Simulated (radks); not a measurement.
# Polarisabilities and dispersion coefficients of Rb⁺, In, Br³⁺ and others

Aim: static dipole polarisabilities and C6 coefficients, each species in its NIST ground configuration. After each ground state the linear response is solved; its values go to the run's result record, not to the log. Response by self-consistent Sternheimer equations with the Hartree and adiabatic LDA kernel.

The numbers are computed with radks (a radial shooting solver on a logarithmic mesh, Libxc functionals) version 1 (non-relativistic Kohn-Sham, LB94 model potential, spin-polarised, spherical densities, point nucleus; open shells are filled with parallel spins first), except any that are marked as measured or tabulated.

## 1. The atom as given

```
species : Rb⁺ ([Kr]), In ([Kr] 4d10 5s2 5p1), Br³⁺ ([Ar] 3d10 4s2 4p2), Ru⁺ ([Kr] 4d7), Ru²⁺ ([Kr] 4d6), I ([Kr] 4d10 5s2 5p5), C ([He] 2s2 2p2)
```

LB94 adds a gradient term to the LDA potential that gives it a −1/r tail. It is a model potential with no energy functional, so Etot and Exc are not given.

## 2. Rb⁺, [Kr]

Settings of this run:

```text
Z 37
configuration [Kr]
relativity non-relativistic
functional lda,pw
model_potential LB94
spin polarised
nucleus point
response adiabatic LDA kernel
```

## 3. In, [Kr] 4d10 5s2 5p1

Settings, as their differences from step 2:

```diff
@@ -1,3 +1,3 @@
-Z 37
-configuration [Kr]
+Z 49
+configuration [Kr] 4d10 5s2 5p1
 relativity non-relativistic
```

## 4. Br³⁺, [Ar] 3d10 4s2 4p2

Settings, as their differences from step 3:

```diff
@@ -1,3 +1,3 @@
-Z 49
-configuration [Kr] 4d10 5s2 5p1
+Z 35
+configuration [Ar] 3d10 4s2 4p2
 relativity non-relativistic
```

## 5. Ru⁺, [Kr] 4d7

Settings, as their differences from step 4:

```diff
@@ -1,3 +1,3 @@
-Z 35
-configuration [Ar] 3d10 4s2 4p2
+Z 44
+configuration [Kr] 4d7
 relativity non-relativistic
```

## 6. Ru²⁺, [Kr] 4d6

Settings, as their differences from step 5:

```diff
@@ -1,3 +1,3 @@
 Z 44
-configuration [Kr] 4d7
+configuration [Kr] 4d6
 relativity non-relativistic
```

## 7. I, [Kr] 4d10 5s2 5p5

Settings, as their differences from step 6:

```diff
@@ -1,3 +1,3 @@
-Z 44
-configuration [Kr] 4d6
+Z 53
+configuration [Kr] 4d10 5s2 5p5
 relativity non-relativistic
```

## 8. C, [He] 2s2 2p2

Settings, as their differences from step 7:

```diff
@@ -1,3 +1,3 @@
-Z 53
-configuration [Kr] 4d10 5s2 5p5
+Z 6
+configuration [He] 2s2 2p2
 relativity non-relativistic
```

Before running it: what results should come out? Wanted: for each run, species; −ε(HOMO); α; α uncoupled; C6; C8; recommended α.

As calculated:

| species | −ε(HOMO) (eV) | α (bohr³) | α uncoupled (bohr³) | C6 (hartree bohr⁶) | C8 (hartree bohr⁸) | recommended α (bohr³) |
| --- | --- | --- | --- | --- | --- | --- |
| Rb⁺ | 27.590 | 9.399 | 14.84 | 57.15 | 1272 | - |
| In | 6.196 | 53.69 | 84.05 | 509.8 | - | 65 |
| Br³⁺ | 46.969 | 5.946 | 9.629 | 22.29 | - | - |
| Ru⁺ | 18.712 | 13.17 | 20.07 | 82.72 | - | - |
| Ru²⁺ | 31.203 | 7.623 | 11.21 | 40.85 | - | - |
| I | 11.446 | 31.78 | 52.40 | 340.0 | - | 32.9 |
| C | 10.900 | 11.92 | 16.50 | 46.18 | - | 11.3 |

Uncoupled leaves out the potential induced by the response; C6 and C8 are for like pairs. In is the most polarisable and Br³⁺ the least, a factor 9.03 apart. For the pair In–Br³⁺ the Casimir-Polder integral gives C6 = 93.91, the rule 2·Ca·Cb/(Ca·αb/αa + Cb·αa/αb) on the like-pair values 88.18. Against the recommended values (Schwerdtfeger and Nagle, 2023 table) the misses are In -17 %, I -3 %, C +5 %. C8 is given only where no p, d or f shell is open. For heavy and open-shell atoms this level can miss by tens of per cent.
